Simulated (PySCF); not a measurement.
# [FeH4]-: structure of the quartet

The task is one start of a wider search on [FeH4]-: the quartet, from a PBE0 minimum start. It is relaxed, tested by its Hessian and followed downhill if it is a saddle.

Method: PBE0, basis Fe def2-TZVPD, H def2-TZVPD, no relativity, density fitting; program: PySCF 2.14.0.

### 1 Where the work starts

5 atoms, charge -1, spin multiplicity 4.

Bond lengths: Fe1–H2 1.633 Å, Fe1–H3 1.633 Å, Fe1–H4 1.633 Å, Fe1–H5 1.633 Å. Angles: H2–Fe1–H3 180.0°, H2–Fe1–H4 90.0°, H2–Fe1–H5 90.0°, H3–Fe1–H4 90.0°, H3–Fe1–H5 90.0°, H4–Fe1–H5 180.0°.

Coordinates in bohr (charge -1 multiplicity 4):
```
Fe    0.0000    0.0000    0.0000
H     0.0000    3.0866    0.0000
H     0.0000   -3.0866    0.0000
H     3.0866    0.0000    0.0000
H    -3.0866    0.0000    0.0000
```

### 2 Finding the electronic state

One driver script runs all steps and calls PySCF; scf.py shows how it sets up the SCF of each step. The optimiser is the driver's own. After this first run the driver tries any further starts and a stability analysis.

The input, scf.py:

```python
from pyscf import gto, scf, dft
mol = gto.M(atom='''
Fe    -0.000000     0.000000     0.000000
H      0.000000     1.633353     0.000000
H     -0.000000    -1.633353    -0.000000
H      1.633353    -0.000000     0.000000
H     -1.633353     0.000000    -0.000000''',
    basis={'Fe': 'def2-TZVPD', 'H': 'def2-TZVPD'},
    charge=-1, spin=3)
mf = dft.UKS(mol, xc='PBE0')
mf.grids.atom_grid = (50, 194)
aux = {'Fe': 'def2-universal-JKFIT', 'H': 'def2-universal-JKFIT'}
mf = mf.density_fit(auxbasis=aux)
mf.conv_tol = 1e-08
mf.diis_space = 10
mf.max_cycle = 60
mf.init_guess = 'minao'
mf.verbose = 4
mf.kernel()
```

The run is started by

```console
$ OMP_NUM_THREADS=2 python axn.py task.json out
```

The runs that follow: Relaxation: PBE0 minimum start, quartet; Hessian and properties.

**Question.** What will these runs give? Wanted: minimum; geometry; wavenumbers; dipole moment; highest occupied, lowest empty level; polar-tensor charge of Fe1; zero-point energy; ⟨S²⟩.

**Answer**, as computed:

| quantity | value |
| --- | --- |
| minimum | quartet, D4h |
| geometry | Fe–H 1.633 Å (×4); H–Fe–H 90.0° (×4), H–Fe–H 180.0° (×2) |
| wavenumbers (cm⁻¹) | 110 (eu), 422 (b2u), 467 (a2u), 714 (b2g), 1547 (eu), 1677 (a1g), 1701 (b1g) |
| dipole moment (centre of mass) | 0.00 D |
| highest occupied, lowest empty level (either spin) | -1.08, 3.80 eV |
| polar-tensor charge of Fe1 | +0.44 e |
| zero-point energy | 49.6 kJ/mol |
| entropy at 298.15 K | 262.0 J/(mol K) |
| ⟨S²⟩ | 3.815 |

The molecule stays D4h, as typed, and the end point is a minimum. In the infrared the band at 1547 cm⁻¹ (eu, stretch) leads. Most of the spin sits on Fe1 (Mulliken spin 3.40, against 3 for the whole molecule). The first SCF alone would have been 36 kJ/mol too high. Only this shape and spin were tried, so other structures or states may lie lower. One determinant may miss the lowest occupation of an open d or f shell.
